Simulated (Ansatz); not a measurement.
# SiO2: the cost of one run

Computed with Ansatz 0.2.0 (DFT r2SCAN, scalar-relativistic, plane waves, PAW, unless a step's input says otherwise).

### Step 1. The structure to begin with

Symmetry: P2_13, No. 198, cubic system. Conventional cell: a = 7.098 Å, b = 7.098 Å, c = 7.098 Å, α = 90.00°, β = 90.00°, γ = 90.00°. Around Si (site symmetry 3) lie 4 O at 1.60 to 1.61 Å. O (site symmetry 3) has 2 Si at 1.60 Å in its first shell of neighbours. O (site symmetry 1) has 2 Si at 1.61 Å in its first shell of neighbours.

As a file:

```xyz
24
Lattice="7.0979 0.0000 0.0000 0.0000 7.0979 0.0000 0.0000 0.0000 7.0979" Properties=species:S:1:pos:R:3 pbc="T T T"
Si    2.0016    2.0016    2.0016
Si    1.5474    5.0964    5.5505
Si    5.5505    1.5474    5.0964
Si    5.0964    5.5505    1.5474
Si    7.2489    7.2489    7.2489
Si    3.3980   -0.1510    3.7000
Si    3.7000    3.3980   -0.1510
Si   -0.1510    3.7000    3.3980
O     1.0753    1.0753    1.0753
O     2.4736    6.0226    4.6243
O     4.6243    2.4736    6.0226
O     6.0226    4.6243    2.4736
O     4.5373    4.7022    0.2960
O     6.1096    2.3957    3.8450
O     0.9884    5.9447    6.8019
O     2.5606    1.1533    3.2530
O     0.2960    4.5373    4.7022
O     3.8450    6.1096    2.3957
O     6.8019    0.9884    5.9447
O     3.2530    2.5606    1.1533
O     4.7022    0.2960    4.5373
O     2.3957    3.8450    6.1096
O     5.9447    6.8019    0.9884
O     1.1533    3.2530    2.5606
```

This cell was relaxed beforehand with the same method: volume 14.90 Å³/atom, gap on the mesh 6.41 eV.

### Step 2. Band edges anywhere in the zone

File input.yaml:

```yaml
crystal:
  lattice:
    - [7.0979374812, 0.0, 0.0]
    - [0.0, 7.0979374812, 0.0]
    - [0.0, 0.0, 7.0979374812]
  atoms:
    - { symbol: Si, position: [0.2819939628, 0.2819939628, 0.2819939628] }
    - { symbol: Si, position: [0.2180060372, 0.7180060372, 0.7819939628] }
    - { symbol: Si, position: [0.7819939628, 0.2180060372, 0.7180060372] }
    - { symbol: Si, position: [0.7180060372, 0.7819939628, 0.2180060372] }
    - { symbol: Si, position: [1.0212741033, 1.0212741033, 1.0212741033] }
    - { symbol: Si, position: [0.4787258967, -0.0212741033, 0.5212741033] }
    - { symbol: Si, position: [0.5212741033, 0.4787258967, -0.0212741033] }
    - { symbol: Si, position: [-0.0212741033, 0.5212741033, 0.4787258967] }
    - { symbol: O, position: [0.151500595, 0.151500595, 0.151500595] }
    - { symbol: O, position: [0.348499405, 0.848499405, 0.651500595] }
    - { symbol: O, position: [0.651500595, 0.348499405, 0.848499405] }
    - { symbol: O, position: [0.848499405, 0.651500595, 0.348499405] }
    - { symbol: O, position: [0.6392487434, 0.6624795215, 0.0417028029] }
    - { symbol: O, position: [0.8607512566, 0.3375204785, 0.5417028029] }
    - { symbol: O, position: [0.1392487434, 0.8375204785, 0.9582971971] }
    - { symbol: O, position: [0.3607512566, 0.1624795215, 0.4582971971] }
    - { symbol: O, position: [0.0417028029, 0.6392487434, 0.6624795215] }
    - { symbol: O, position: [0.5417028029, 0.8607512566, 0.3375204785] }
    - { symbol: O, position: [0.9582971971, 0.1392487434, 0.8375204785] }
    - { symbol: O, position: [0.4582971971, 0.3607512566, 0.1624795215] }
    - { symbol: O, position: [0.6624795215, 0.0417028029, 0.6392487434] }
    - { symbol: O, position: [0.3375204785, 0.5417028029, 0.8607512566] }
    - { symbol: O, position: [0.8375204785, 0.9582971971, 0.1392487434] }
    - { symbol: O, position: [0.1624795215, 0.4582971971, 0.3607512566] }
basis:
  ecutwfc: 500
kpoints:
  mp_grid: { grid: [4, 4, 4] }
  band_path: { path: [VBM, CBM], npoints: 2 }
hamiltonian:
  xc: r2scan
scf:
  occupations: { method: gaussian, width: 0.02 }
output:
  forces: false
  stress: false
  eigenvalues: true
checkpoint:
  read: start.run
  write: ck
  compress: false
  write_wavefunctions: false
  write_every: 100000
```

Command:

```sh
$ ansatz run input.yaml --threads 4 --pin off --max-ram 10240MiB --backend cpu --events-out ev --progress --plain --runs-dir out
```

**Question.** How long does this run take on 4 threads of Intel Xeon Platinum 8259CL at 2.50GHz (Skylake/Cascade Lake), shared host, and how much memory does it need?

About 1.7 min, with a peak of 1.9 GiB.
